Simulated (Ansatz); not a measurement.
# C2H9InOSe: up Jacob's ladder to CCSD(T)

An exercise on one series of results from a longer session: the logs are not shown, and one member is left open.

Method: functionals in def2-TZVPP, the program's frozen cores in correlated methods; program: Ansatz 0.2.0, Gaussian basis.

Plan: LDA (SPW92), PBE-D4, revPBE-D4, BLYP-D4, r2SCAN-D4, B97M-V, PBE0-D4, B3LYP-D4, r2SCANh-D4, r2SCAN0-D4, HSE06-D4, BHLYP-D4, CAM-B3LYP-D4, LC-ωPBE, ωB97X-V, ωB97M-V, B2PLYP, PBE-QIDH; CCSD(T)/def2-SVP; MP2/def2-TZVPP; MP2/def2-QZVPP; RPA on PBE.

## The geometry

All runs share one geometry, relaxed beforehand with PBE0-D4 in a triple-zeta def2 set. In takes the def2 core potential; no spin-orbit term is included.

14 atoms, charge 0, spin multiplicity 1.

Atoms are counted from 1 here; the program's logs count them from 0.

Bond lengths: C1–In2 2.151 Å, C1–H6 1.092 Å, C1–H7 1.091 Å, C1–H8 1.091 Å, In2–C3 2.144 Å, In2–O4 2.447 Å, In2–Se5 2.596 Å, C3–H9 1.091 Å, C3–H10 1.091 Å, C3–H11 1.091 Å, O4–H12 0.962 Å, O4–H13 0.975 Å, Se5–H14 1.469 Å. Angles: In2–C1–H6 110.8°, In2–C1–H7 110.1°, In2–C1–H8 110.4°, H6–C1–H7 108.1°, H6–C1–H8 109.2°, H7–C1–H8 108.2°, C1–In2–C3 133.3°, C1–In2–O4 97.7°, C1–In2–Se5 111.3°, C3–In2–O4 100.2°, C3–In2–Se5 113.7°, O4–In2–Se5 81.9°, In2–C3–H9 109.9°, In2–C3–H10 111.3°, In2–C3–H11 109.1°, H9–C3–H10 108.8°, H9–C3–H11 108.6°, H10–C3–H11 109.1° and more.

Coordinates:

```
C    -2.2070    0.3735    0.0606
In   -0.0586    0.3925   -0.0343
C     1.4725    0.8052    1.4090
O     0.2789   -2.0106   -0.3474
Se    0.7765    0.4568   -2.4910
H    -2.5519   -0.1808    0.9354
H    -2.5874    1.3938    0.1333
H    -2.6229   -0.0821   -0.8390
H     1.8222    1.8325    1.2969
H     1.1050    0.6675    2.4264
H     2.3126    0.1307    1.2395
H    -0.5102   -2.5581   -0.4073
H     0.5758   -1.8553   -1.2627
H     2.1816    0.6052   -2.0905
```

The first run:

The input, in.yaml:

```yaml
crystal:
  periodic: [false, false, false]
  atoms:
    - {symbol: C, position_ang: [-2.207028, 0.373474, 0.060604]}
    - {symbol: In, position_ang: [-0.058579, 0.392470, -0.034307]}
    - {symbol: C, position_ang: [1.472476, 0.805162, 1.408973]}
    - {symbol: O, position_ang: [0.278937, -2.010577, -0.347390]}
    - {symbol: Se, position_ang: [0.776525, 0.456804, -2.491038]}
    - {symbol: H, position_ang: [-2.551921, -0.180814, 0.935370]}
    - {symbol: H, position_ang: [-2.587447, 1.393812, 0.133319]}
    - {symbol: H, position_ang: [-2.622877, -0.082056, -0.839041]}
    - {symbol: H, position_ang: [1.822218, 1.832509, 1.296853]}
    - {symbol: H, position_ang: [1.104988, 0.667547, 2.426428]}
    - {symbol: H, position_ang: [2.312616, 0.130682, 1.239493]}
    - {symbol: H, position_ang: [-0.510237, -2.558074, -0.407324]}
    - {symbol: H, position_ang: [0.575796, -1.855331, -1.262681]}
    - {symbol: H, position_ang: [2.181634, 0.605192, -2.090459]}
basis:
  gaussian: {orbitals: def2-TZVPP}
hamiltonian: {xc: lda}
output: {orbitals: {seedname: orbitals}}
```

The run is started by

```
$ ansatz run in.yaml --threads 4 --pin off --events-out ev --progress --plain --max-ram 11315MiB
```

Steps of the session up to this table: LDA; PBE-D4 (GGA); revPBE-D4 (GGA); BLYP-D4 (GGA); r2SCAN-D4 (meta-GGA); B97M-V (meta-GGA); B3LYP-D4 (hybrid); r2SCANh-D4 (hybrid); r2SCAN0-D4 (hybrid); HSE06-D4 (hybrid); BHLYP-D4 (hybrid); CAM-B3LYP-D4 (range-separated); LC-ωPBE (range-separated); ωB97X-V (range-separated); ωB97M-V (range-separated); B2PLYP (double hybrid); PBE-QIDH (double hybrid).

One of the session's tables, all rows but one given; the rest of the session is left out.

It belongs to the step «Frontier levels by functional». 

```
  functional  HOMO (eV)  gap (eV)
 LDA (SPW92)      -5.68      4.51
      PBE-D4      -5.51      4.52
   revPBE-D4      -5.44      4.54
     BLYP-D4      -5.33      4.33
   r2SCAN-D4      -5.75      5.26
      B97M-V      -5.80      4.97
     PBE0-D4      -6.60      6.41
    B3LYP-D4      -6.36      5.84
  r2SCANh-D4      -6.16      5.91
  r2SCAN0-D4      -6.77      6.87
    HSE06-D4      -6.21      5.66
    BHLYP-D4          ?         ?
CAM-B3LYP-D4      -7.85      8.39
     LC-ωPBE      -9.20     10.85
     ωB97X-V      -8.86     10.36
     ωB97M-V      -8.74      9.77
```

Estimate the missing values for BHLYP-D4.

Worked estimate for «HOMO (eV)». Against the share of exact exchange, BLYP-D4 (0, -5.33), B3LYP-D4 (0.2, -6.36) give a slope of -5.15 per unit share; at 0.5 the line stands at -7.90.

**Answer.** HOMO (eV): -7.54; gap (eV): 7.95. In «HOMO (eV)» the line misses by -0.36.
